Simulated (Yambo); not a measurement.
# Ge (Fd-3m) in Yambo: a series of runs

The runs below take Ge through optical spectrum by the Bethe-Salpeter equation, with PBE.

All numbers are computed with Yambo 5.3.0; they aren't measurements. Logs are shortened: lines on timing, memory, paths and dates and some standing lists are left out, and cuts for length are marked.

**Experimental background.**

“Electronic and optical properties of SixGe1-x-ySny alloys lattice-matched to Ge”, 2021, arxiv:2109.02782 reports, for a bulk crystal of Ge at 300 K: band gap 0.807 eV (direct).

“Temperature-dependent photoluminescence in Ge: experiment and theory”, 2020, arxiv:2003.00143 reports, for a bulk crystal of Ge at 0 K: band gap 0.744 eV (indirect).

The results are compared with them further down.

### 1 The structure

Symmetry: Fd-3m, No. 227, cubic system. The conventional cell has a = 5.658 Å, b = 5.658 Å, c = 5.658 Å, α = 90.00°, β = 90.00°, γ = 90.00°. Around Ge (site symmetry -43m) lie 4 Ge at 2.45 Å.

### 2 Optical spectrum by the Bethe-Salpeter equation, PBE

bse1.in

```
optics
bse
bss
rim_cut
em1s
RandQpts= 1000000
RandGvec= 50 RL
Chimod= "HARTREE"
% BndsRnXs
 1 | 54 |
%
NGsBlkXs= 3 Ry
% LongDrXs
 1 | 1 | 1 |
%
BSKmod= "SEX"
BSEmod= "retarded"
BSSmod= "d"
% BSEQptR
 1 | 1 |
%
% BSEBands
 13 | 17 |
%
BSENGexx= 10 Ry
BSENGBlk= 3 Ry
% BEnRange
 0 | 15 | eV
%
% BDmRange
 0.05 | 0.05 | eV
%
BEnSteps= 200
% BLongDir
 1 | 1 | 1 |
%
BSEprop= "abs"
WRbsWF
```

scf.in

```
&CONTROL
  calculation = 'scf'
  prefix = 'pwscf'
  outdir = './tmp'
  pseudo_dir = './pseudo'
/
&SYSTEM
  ibrav = 0
  nat = 2
  ntyp = 1
  ecutwfc = 70
  nbnd = 21
  occupations = 'smearing'
  smearing = 'fd'
  degauss = 0.00367493
  force_symmorphic = .true.
/
&ELECTRONS
  conv_thr = 4d-10
  electron_maxstep = 120
  mixing_beta = 0.5
/
ATOMIC_SPECIES
Ge    72.6300 Ge_ONCV_PBE-1.2.upf
CELL_PARAMETERS angstrom
   0.0000000000    2.8289100000    2.8289100000
   2.8289100000    0.0000000000    2.8289100000
   2.8289100000    2.8289100000    0.0000000000
ATOMIC_POSITIONS angstrom
Ge     4.2433650000    4.2433650000    4.2433650000
Ge     2.8289100000    2.8289100000    2.8289100000
K_POINTS automatic
8 8 8 0 0 0
```

nscf.in

```
&CONTROL
  calculation = 'nscf'
  prefix = 'pwscf'
  outdir = './tmp'
  pseudo_dir = './pseudo'
/
&SYSTEM
  ibrav = 0
  nat = 2
  ntyp = 1
  ecutwfc = 70
  nbnd = 64
  occupations = 'smearing'
  smearing = 'fd'
  degauss = 0.00367493
  force_symmorphic = .true.
/
&ELECTRONS
  conv_thr = 1d-08
  diago_full_acc = .true.
  diago_thr_init = 1d-06
/
ATOMIC_SPECIES
Ge    72.6300 Ge_ONCV_PBE-1.2.upf
CELL_PARAMETERS angstrom
   0.0000000000    2.8289100000    2.8289100000
   2.8289100000    0.0000000000    2.8289100000
   2.8289100000    2.8289100000    0.0000000000
ATOMIC_POSITIONS angstrom
Ge     4.2433650000    4.2433650000    4.2433650000
Ge     2.8289100000    2.8289100000    2.8289100000
K_POINTS automatic
6 6 6 0 0 0
```

Potentials or basis: SG15 PBE 1.2.

Launch:

```sh
> OMP_NUM_THREADS=1 pw.x -in scf.in > scf.out
> OMP_NUM_THREADS=1 pw.x -in nscf.in > nscf.out
> cd tmp/pwscf.save; p2y; mv SAVE ../..; cd ../..
> OMP_NUM_THREADS=1 yambo
> mkdir -p bse1; ln -s $PWD/g0w00/ndb.RIM bse1/
> OMP_NUM_THREADS=1 yambo -F bse1.in -J bse1 -C bse1_out
> OMP_NUM_THREADS=1 ypp -J bse1 -C bse1_out -e s -b 1
```

Yambo's report:

```text
[... sections 02.01 to 02.04 as in the set-up run ...]

  [02.05] Energies & Occupations
  ==============================

  [X] === General ===
  [X] Electronic Temperature                        :  0.258606E-1   300.100    [eV K]
  [X] Bosonic    Temperature                        :  0.258606E-1   300.100    [eV K]
  [X] Finite Temperature mode                       : yes
  [X] El. density                                   :  0.61840E+24 [cm-3]
  [X] Fermi Level                                   :  11.13788 [eV]

  [X] === Gaps and Widths ===
  [X] Conduction Band Min                           :  11.13788 [eV]
  [X] Valence Band Max                              :  11.13788 [eV]
  [X] Filled Bands                                  :  11
  [X] Metallic Bands                                :  12  15
  [X] Empty Bands                                   :   16   64

  [X] === Metallic Characters ===
  [X] N of el / N of met el                         :  28.00000   5.99867
  [X] Average metallic occ.                         :  0.374917

  [WARNING] [X] Metallic system

 [03] Transferred momenta grid and indexing
 ==========================================

 [BZ sampling] Q-grid is User defined and/or read from the database

 IBZ Q-points                                      :  16
 BZ  Q-points                                      :  216

 K/Q-points units:
 rlu = crystal or reduced units; cc = cartesian coordinates; iku = interal k-units

 Q [ 1]         [rlu]:  0.000000  0.000000  0.000000
 Q [ 2]         [rlu]:  0.95643E-17 -0.18191E-16  0.16667
 Q [ 3]         [rlu]:  0.19129E-16 -0.36383E-16  0.33333
 Q [ 4]         [rlu]:  0.25892E-17  0.25892E-17 -0.50000
 Q [ 5]         [rlu]:  0.57972E-17  0.16667      0.16667
 Q [ 6]         [rlu]:  0.95643E-17  0.16667      0.33333
 Q [ 7]         [rlu]:  0.10847E-16  0.16667      0.50000
 Q [ 8]         [rlu]:  0.25892E-17  0.16667     -0.33333
 Q [ 9]         [rlu]:  0.86270E-17  0.16667     -0.16667
 Q [10]         [rlu]:  0.11594E-16  0.33333      0.33333
 Q [11]         [rlu]:  0.20758E-16  0.33333      0.50000
 Q [12]         [rlu]:  0.89730E-17  0.33333     -0.33333
 Q [13]         [rlu]: -0.17392E-16 -0.50000     -0.50000
 Q [14]         [rlu]:  0.166667  0.333333  0.500000
 Q [15]         [rlu]:  0.166667  0.333333 -0.333333
 Q [16]         [rlu]:  0.166667 -0.500000 -0.333333

  [03.01] X + BSE indexes
  =======================

   [03.01.01] Sigma indexes
   ========================

   [WR./SAVE//ndb.kindx]-----------------------------------------------------------
    Fragmentation                                    : no
    Polarization last K ( bz)                        :  216
    Polarization last K (ibz)                        :  16
    QP states                                        :   1  16
    X grid is uniform                                : yes
    Grids (string)                                   :  X B S
    Grids (int-vector)                               :  1  1  0  1

 [04] Coloumb potential Random Integration (RIM)
 ===============================================

 Summary of Coulomb integrals for non-metallic bands |Q|[au] RIM/Bare

 Q [1] 0.100000E-4 0.997530 * Q [2] 0.169645 1.068862
 Q [5] 0.195889 1.067204 * Q [9] 0.277029 1.029264
 Q [6] 0.324846 1.022872 * Q [3] 0.339290 1.020683
 Q [10] 0.391779 1.016961 * Q [8] 0.426931 1.014228
 Q [14] 0.438022 1.014089 * Q [7] 0.479829 1.012339
 Q [11] 0.508935 1.011441 * Q [4] 0.508935 1.011198
 Q [12] 0.554058 1.009945 * Q [15] 0.579448 1.009474
 Q [13] 0.587668 1.009873 * Q [16] 0.619456 1.009298

 [WARNING] [Xs] User bands 1-54 break level degeneracy

 [WARNING] [BS] User bands 13-17 break level degeneracy

 [05] Dipoles
 ============

  [05.01] Setup: observables and procedures
  =========================================

  [WF-Oscillators/G space/Transverse up loader] Normalization (few states)  min/max  :  0.13878E-16   1.0000

  [WR./bse1//ndb.dipoles]---------------------------------------------------------
   Brillouin Zone Q/K grids (IBZ/BZ)                :   16  216   16  216
   RL vectors                                       :   3839 [WF]
   Fragmentation                                    : yes
   Electronic Temperature                           :  300.1000 [K]
   Bosonic    Temperature                           :  300.1000 [K]
   DIP band range                                   :    1   54
   DIP band range limits                            :  15  12
   DIP e/h energy range                             : -1.000000 -1.000000 [eV]
   RL vectors in the sum                            :   3839
   [r,Vnl] included                                 : yes
   Bands ordered                                    : yes
   Direct v evaluation                              : no
   Approach used                                    : G-space v
   Dipoles computed                                 : R V P [G-space]
   Wavefunctions                                    : Perdew, Burke & Ernzerhof(X)+Perdew, Burke & Ernzerhof(C)

  [WARNING] [r,Vnl^pseudo] included in position and velocity dipoles.

  [WARNING] In case H contains other non local terms, these are neglected

 [06] Static Dielectric Matrix
 =============================

 [WR./bse1//ndb.em1s]------------------------------------------------------------
  Brillouin Zone Q/K grids (IBZ/BZ)                :   16  216   16  216
  RL vectors                                       :   3839 [WF]
  Coulomb cutoff potential                         : none
  Fragmentation                                    : yes
  Electronic Temperature                           :  300.1000 [K]
  Bosonic    Temperature                           :  300.1000 [K]
  Static diel. fun.  energies                      : Perdew, Burke & Ernzerhof(X)+Perdew, Burke & Ernzerhof(C)
  wavefunctions                                    : Perdew, Burke & Ernzerhof(X)+Perdew, Burke & Ernzerhof(C)
  Global Gauge                                     : length
  X matrix size                                    :   51
  X band range                                     :    1   54
  X e/h energy range                               : -1.000000 -1.000000 [eV]
  X Time ordering                                  : R
  X Hxc Kernel                                     : HARTREE
  X Drude frequency                                :  0.000000  0.000000
  X poles                                          :  100.0000 [o/o]
  RL vectors in the sum                            :   3839
  [r,Vnl] included                                 : yes
  Field direction                                  :  0.577350E-5  0.577350E-5  0.577350E-5
  BZ energy Double Grid                            : no
  BZ energy DbGd points                            : 0
  BZ Q point size factor                           : -1.000000
  X Optical Averaged directions                    : none
 [X-CG] R(p) Tot o/o(of R):    6192  121597     100

 [WARNING] The system is a metal but Drude term not included.
 [WR./bse1//ndb.em1s_fragment_1]-------------------------------------------------
  Current Q-pt index                               :  1
  X energy range                                   :  0.000000  0.000000 eV
  X damping range                                  :  0.001000  0.001000 eV
  Number of frequencies                            :  1
 [X-CG] R(p) Tot o/o(of R):   21233  121596     100
 [WR./bse1//ndb.em1s_fragment_2]-------------------------------------------------
  Current Q-pt index                               :  2
  X energy range                                   :  0.000000  0.000000 eV
  X damping range                                  :  0.001000  0.001000 eV
  Number of frequencies                            :  1
 [X-CG] R(p) Tot o/o(of R):   20334  121596     100
 [X-CG] R(p) Tot o/o(of R):   12154  121597     100
 [X-CG] R(p) Tot o/o(of R):   17951  121594     100
 [X-CG] R(p) Tot o/o(of R):   30736  121595     100
 [X-CG] R(p) Tot o/o(of R):   28408  121596     100
 [X-CG] R(p) Tot o/o(of R):   27715  121594     100
 [X-CG] R(p) Tot o/o(of R):   24760  121595     100
 [X-CG] R(p) Tot o/o(of R):   17539  121594     100
 [X-CG] R(p) Tot o/o(of R):   28923  121594     100
 [X-CG] R(p) Tot o/o(of R):   23541  121594     100
 [X-CG] R(p) Tot o/o(of R):   11100  121594     100
 [X-CG] R(p) Tot o/o(of R):   29260  121594     100
 [X-CG] R(p) Tot o/o(of R):   29664  121595     100
 [X-CG] R(p) Tot o/o(of R):   23558  121594     100

 [07] Bethe Salpeter Equation driver
 ===================================

  [07.01] Bethe Salpeter Equation @q1
  ===================================

   [07.01.01] Transition pre-analysis @q1
   ======================================

   [07.01.02] Transition Groups build-up @q1
   =========================================

   [BSK] Transition groups (total):  16
   [BSK] Size (resonant):  1306
   [BSK]         (total):  1306
   [BSK] N. of matrices :  1

   [07.01.03] Loading Dipoles @q1
   ==============================

   [07.01.04] Independent Particles properties @q1
   ===============================================

   [WARNING] The system is a metal but Drude term not included.

   [07.01.05] BSE Kernel @q1 (Resonant CORRRELATION EXCHANGE)
   ==========================================================

   [BSE] Exchange components :  181
   [BSE] Correlation components :   51  229

    [07.01.05.01] Screened interaction header I/O
    =============================================

    [07.01.05.02] Main kernel loop
    ==============================

    [WR./bse1//ndb.BS_Q1_CPU_0]-----------------------------------------------------
     Brillouin Zone Q/K grids (IBZ/BZ)                :   16  216   16  216
     RL vectors                                       :   3839 [WF]
     Coulomb cutoff potential                         : none
     Parallel CPUs
     Parallel Roles
     Fragmentation                                    : no
     BS kernel          wavefunctions                 : Perdew, Burke & Ernzerhof(X)+Perdew, Burke & Ernzerhof(C)
     Static diel. fun.  energies                      : Perdew, Burke & Ernzerhof(X)+Perdew, Burke & Ernzerhof(C)
     wavefunctions                                    : Perdew, Burke & Ernzerhof(X)+Perdew, Burke & Ernzerhof(C)
     [K] Identifier                                   :  1743
     [K] Dimension                                    :  1306
     [K] Bands                                        :  13  17
     [K] Exchange                                     : yes [res]
     [K] Correlation                                  : yes [res]
     [K] Kernel`s coupling                            : no
     [K] Exchange                                     : no [cpl]
     [K] Correlation                                  : no [cpl]
     [K] W interaction is bare                        : no
     [K] ALDA kernel in R-space                       : no
     [K] RL vectors                                   :  181 [exchange]
     [K] RL vectors                                   :   51 [correlation]
     [K] E/h energy range                             : -1.000000 -1.000000 [eV]
     [K] Coupling range                               :  100.0000  100.0000 [o/o]
     [W] Interaction is diagonal                      : no
     [W] Matrix size                                  :   51
     [W] Bands                                        :    1   54
     [W] e/h energy range                             : -1.000000 -1.000000 [eV]
     [W] Poles                                        :  100.0000 [o/o]
     [W] RL vectors in the sum                        :   3839
     [W] [r,Vnl] included                             : yes
     [W] Field direction                              :  0.577350E-5  0.577350E-5  0.577350E-5
     [W] Coulomb Cutoff                               : none
     [W] Hxc Kernel                                   : HARTREE
     [RIM] RL components                              :   51 [col]
     [RIM] Random points                              :  1000000 [col]
     [SOC] Perturbative SOC                           : no
     [K] Kernel long-range exchange                   : BAR

    [07.01.05.03] Wave-Function Phases
    ==================================

    [BSE] WF phases found       :  62.03125 [o/o]

   [07.01.06] BSE solver(s) @q1
   ============================

   [07.01.07] Diago Solver @q1
   ===========================

   [WR./bse1//ndb.BS_diago_Q1]-----------------------------------------------------
    BS kernel          energies                      : Perdew, Burke & Ernzerhof(X)+Perdew, Burke & Ernzerhof(C)
    [K] Identifier                                   :  1743
    [K] Dimension                                    :  1306
    [K] Bands                                        :  13  17
    [K] Exchange                                     : yes [res]
    [K] Correlation                                  : yes [res]
    [K] Kernel`s coupling                            : no
    [K] Exchange                                     : no [cpl]
    [K] Correlation                                  : no [cpl]
    [K] W interaction is bare                        : no
    [K] ALDA kernel in R-space                       : no
    [K] RL vectors                                   :  181 [exchange]
    [K] RL vectors                                   :   51 [correlation]
    [K] E/h energy range                             : -1.000000 -1.000000 [eV]
    [K] Coupling range                               :  100.0000  100.0000 [o/o]
    [W] Interaction is diagonal                      : no
    [W] Matrix size                                  :   51
    [W] Bands                                        :    1   54
    [W] e/h energy range                             : -1.000000 -1.000000 [eV]
    [W] Poles                                        :  100.0000 [o/o]
    [W] RL vectors in the sum                        :   3839
    [W] [r,Vnl] included                             : yes
    [W] Field direction                              :  0.577350E-5  0.577350E-5  0.577350E-5
    [W] Coulomb Cutoff                               : none
    [W] Hxc Kernel                                   : HARTREE
    [RIM] RL components                              :   51 [col]
    [RIM] Random points                              :  1000000 [col]
    [SOC] Perturbative SOC                           : no
    [K] Kernel long-range exchange                   : BAR
    [BSS] Eigenstates included                       : yes
    [BSS] Field direction                            :  0.577350E-5  0.577350E-5  0.577350E-5
    [BSS] Eigenstates computed                       :  1306
    [BSS] Number of BSE matrices                     :  1
```

Wall time 7.4 min (1 thread of Arm Neoverse V1, shared host); peak memory 0.36 GiB.

What came out:

| Quantity | Value |
| --- | --- |
| Band gap on the k mesh, mean-field level | none (metal or under the smearing width) |

Dielectric function (along the field direction of the input):
| energy (eV) | real part | imaginary part |
| --- | --- | --- |
| 0.38 | -146.22 | 50.32 |
| 0.83 | 5.18 | 6.45 |
| 1.36 | 110.04 | 42.23 |
| 1.88 | -27.18 | 6.56 |
| 2.34 | 7.42 | 3.70 |
| 2.86 | 8.61 | 27.94 |
| 3.39 | -3.86 | 14.59 |
| 3.84 | -43.17 | 15.04 |
| 4.37 | -13.35 | 2.11 |
| 4.90 | -1.04 | 6.96 |
| 5.35 | -6.43 | 4.13 |
| 5.88 | -2.97 | 6.76 |
| 6.41 | -6.88 | 9.34 |
| 6.86 | -5.15 | 4.61 |
| 7.39 | -5.80 | 2.55 |
| 7.91 | -4.17 | 0.61 |
| 8.44 | -3.58 | 0.14 |
| 8.89 | -2.72 | 0.09 |
| 9.42 | -2.06 | 0.06 |
| 9.95 | -1.43 | 0.19 |
| 10.40 | -2.01 | 0.30 |
| 10.93 | -1.57 | 0.16 |
| 11.46 | -1.09 | 0.03 |
| 11.91 | -0.88 | 0.02 |
| 12.44 | -0.68 | 0.02 |
| 12.96 | -0.53 | 0.01 |
| 13.42 | -0.42 | 0.01 |
| 13.94 | -0.30 | 0.01 |
| 14.47 | -0.19 | 0.01 |
| 15.00 | -0.10 | 0.01 |

Caveat: the intraband (Drude) term of the metal is left out; the ground state has no gap, which makes the many-body step unreliable; the transitions start from uncorrected Kohn-Sham levels, so peaks lie too low; exciton energies and binding change strongly with the k mesh and aren't converged on this one; spectra need much finer meshes, so this one isn't converged; this crystal is a semiconductor, whose small gap the functional closes, so the metal is an error of the method.

[end of part 1 of 3]
